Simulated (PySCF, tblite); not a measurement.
# C₄H₁₃NSeSi: geometry, infrared bands and NMR shifts

Aim: predict the infrared bands and NMR shifts of C₄H₁₃NSeSi (`CC(C)[Si@](C)(N)[SeH]`).

The runs use tblite 0.8.0 and PySCF 2.14.0, with density-fitted response routines of our own; the level of theory stands in each step. All values are computed, except where a source is named. Atoms count from 0, in the outputs and in this text.

### 1 The molecule as given

20 atoms, charge 0, multiplicity 1; geometry from: force field or distance geometry start.

Bonds of the start (Å): C0–C1 1.53, C1–C2 1.51, C1–Si3 1.89, Si3–C4 1.86, Si3–N5 1.79, Si3–Se6 2.29, C0–H7 1.11, C0–H8 1.11, C0–H9 1.11, C1–H10 1.12, C2–H11 1.12, C2–H12 1.11, C2–H13 1.11, C4–H14 1.11, C4–H15 1.11, C4–H16 1.11, N5–H17 1.05, N5–H18 1.04, Se6–H19 1.54.

### 2 Optimising the geometry with GFN2-xTB

The job: settings as JSON, then the geometry in Å.

```
{"job": {"kind": "relax", "xc": "GFN2-xTB", "basis": "xTB"}, "charge": 0, "multiplicity": 1}
C     -1.427800     0.283500     1.417800
C     -0.838800    -0.536700     0.271300
C     -1.657900    -0.402400    -0.991200
Si     0.958500    -0.039000    -0.044100
C      1.081000     1.760800    -0.481400
N      1.612300    -1.032600    -1.379100
Se     2.200500    -0.423900     1.837300
H     -0.833600     0.164300     2.351000
H     -2.467300    -0.058300     1.630100
H     -1.470000     1.363100     1.156000
H     -0.837400    -1.612200     0.582500
H     -2.710500    -0.746800    -0.808100
H     -1.703500     0.661000    -1.320500
H     -1.234000    -1.024300    -1.809400
H      2.140200     2.028900    -0.680700
H      0.481300     1.961500    -1.389200
H      0.702600     2.387000     0.350500
H      2.627100    -0.791300    -1.464100
H      1.574600    -2.025400    -1.061100
H      1.797700    -1.906500     1.829300
```

Command:

```bash
$ OMP_NUM_THREADS=1 python probes_run.py task.json out
```

The driver reads the jobs from task.json and runs them one after another.

**Question.** This job is followed by: GFN2-xTB harmonic vibrations, gas phase; GIAO PBE0/pcSseg-1 NMR shielding, non-relativistic, gas phase. What will the session give for the following? strongest single infrared mode (GFN2-xTB); zero-point energy (GFN2-xTB); 13C shifts against TMS (PBE0/pcSseg-1); 1H shifts against TMS (PBE0/pcSseg-1, means over atoms taken as alike); 29Si shifts against TMS (PBE0/pcSseg-1); 15N shifts against NH3 (PBE0/pcSseg-1); 77Se shifts against Me2Se (PBE0/pcSseg-1).

As calculated:

| quantity | value |
| --- | --- |
| strongest single infrared mode (GFN2-xTB) | 2105 cm⁻¹, 382 km/mol |
| zero-point energy (GFN2-xTB) | 102.2 kcal/mol |
| 13C shifts against TMS (PBE0/pcSseg-1) | 24.4, 20.0, 19.7, -2.8 ppm |
| 1H shifts against TMS (PBE0/pcSseg-1, means over atoms taken as alike) | 1.20, 1.18, 0.82, 0.73, 0.31, 0.03 ppm |
| 29Si shifts against TMS (PBE0/pcSseg-1) | 24.1 ppm |
| 15N shifts against NH3 (PBE0/pcSseg-1) | 41.3 ppm |
| 77Se shifts against Me2Se (PBE0/pcSseg-1) | -358 ppm |

**Reading.** Over 110 steps the energy fell by 0.419 eV; of the close pairs, Se6–H19 changed most, 1.536 to 1.431 Å. No mode is imaginary among the 54: a minimum at this level. The strongest single mode, at 2105 cm⁻¹, moves mainly H19. Unscaled tight-binding wavenumbers are off by several per cent, some by more. Its intensities can rank the bands wrongly. At PBE0/pcSseg-1: Shielding is most anisotropic at Se6 (span 543 ppm, paramagnetic term -887 ppm). Spin-orbit coupling is left out, which matters for shieldings and couplings at and beside the heavy atoms.
